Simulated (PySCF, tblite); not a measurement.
# C₆H₁₈N₂Si: geometry, infrared bands and NMR shifts

What infrared bands and NMR shifts should C₆H₁₈N₂Si (`CCN[SiH2][C@@H](C)N(C)C`) show?

Computed with tblite 0.8.0 and PySCF 2.14.0, with density-fitted response routines of our own, on a single molecule in the gas phase. Atoms are numbered from 0 throughout.

## 1. The starting structure

27 atoms, charge 0, multiplicity 1; geometry from: force field or distance geometry start.

Bonds of the start (Å): C0–C1 1.55, C1–N2 1.44, N2–Si3 1.79, Si3–C4 1.89, C4–C5 1.53, C4–N6 1.40, N6–C7 1.39, N6–C8 1.41, C0–H9 1.09, C0–H10 1.10, C0–H11 1.11, C1–H12 1.11, C1–H13 1.11, N2–H14 1.04, Si3–H15 1.44, Si3–H16 1.47, C4–H17 1.11, C5–H18 1.09, C5–H19 1.11, C5–H20 1.12, C7–H21 1.12, C7–H22 1.10, C7–H23 1.12, C8–H24 1.09, C8–H25 1.12, C8–H26 1.12.

## 2. Geometry optimisation with GFN2-xTB

Job settings and geometry (Å):

```
{"job": {"kind": "relax", "xc": "GFN2-xTB", "basis": "xTB"}, "charge": 0, "multiplicity": 1}
C      3.965600    -0.940500    -0.154900
C      2.888000     0.104000    -0.538000
N      1.677800    -0.253900     0.161200
Si     0.431000     0.950900    -0.277900
C     -1.189300     0.644400     0.638800
C     -2.017800     1.914400     0.428600
N     -1.851500    -0.528000     0.249900
C     -2.283400    -0.703500    -1.057200
C     -2.055000    -1.519700     1.230300
H      4.335100    -1.344500    -1.094600
H      3.468100    -1.681300     0.482900
H      4.773600    -0.410100     0.392200
H      3.201300     1.117100    -0.220500
H      2.712700     0.039500    -1.636500
H      1.848800    -0.256600     1.186200
H      0.176400     0.913500    -1.694200
H      0.894300     2.269600     0.179600
H     -0.994000     0.604700     1.732200
H     -2.337900     2.063300    -0.605100
H     -2.855200     1.893700     1.163000
H     -1.323900     2.749400     0.695300
H     -3.230200    -0.172400    -1.316400
H     -2.390600    -1.760700    -1.355700
H     -1.522100    -0.299300    -1.767900
H     -2.389700    -2.445600     0.752100
H     -1.143200    -1.783800     1.817600
H     -2.808800    -1.138000     1.961900
```

Launch:

```console
$ OMP_NUM_THREADS=1 python probes_run.py task.json out
```

This one command runs all jobs of the session in turn.

**Question.** This job is followed by: GFN2-xTB harmonic vibrations, gas phase; GIAO PBE0/pcSseg-1 NMR shielding, non-relativistic, gas phase. Predict these results of the whole session: strongest single infrared mode (GFN2-xTB); zero-point energy (GFN2-xTB); 13C shifts against TMS (PBE0/pcSseg-1, means over atoms taken as alike); 1H shifts against TMS (PBE0/pcSseg-1, means over atoms taken as alike); 15N shifts against NH3 (PBE0/pcSseg-1); 29Si shifts against TMS (PBE0/pcSseg-1); surface potential, 1st and 99th percentile.

**Answer**, as computed:

| quantity | value |
| --- | --- |
| strongest single infrared mode (GFN2-xTB) | 2112 cm⁻¹, 397 km/mol |
| zero-point energy (GFN2-xTB) | 147.0 kcal/mol |
| 13C shifts against TMS (PBE0/pcSseg-1, means over atoms taken as alike) | 49.5, 43.4, 41.4, 21.9, 5.9 ppm |
| 1H shifts against TMS (PBE0/pcSseg-1, means over atoms taken as alike) | 4.88, 4.50, 3.14, 2.74, 2.52, 2.38, 1.08, 0.96, 0.69 ppm |
| 15N shifts against NH3 (PBE0/pcSseg-1) | 32.4, 30.1 ppm |
| 29Si shifts against TMS (PBE0/pcSseg-1) | -40.1 ppm |
| surface potential, 1st and 99th percentile | -1.19 V and 0.74 V |

Over 262 steps the energy fell by 1.203 eV; of the close pairs, N2–Si3 changed most, 1.789 to 1.709 Å. No mode is imaginary among the 75: a minimum at this level. The strongest single mode, at 2112 cm⁻¹, moves mainly H15. Unscaled tight-binding wavenumbers are off by several per cent, some by more. Its intensities can rank the bands wrongly. At PBE0/pcSseg-1: Shielding is most anisotropic at Si3 (span 112 ppm, paramagnetic term -495 ppm).
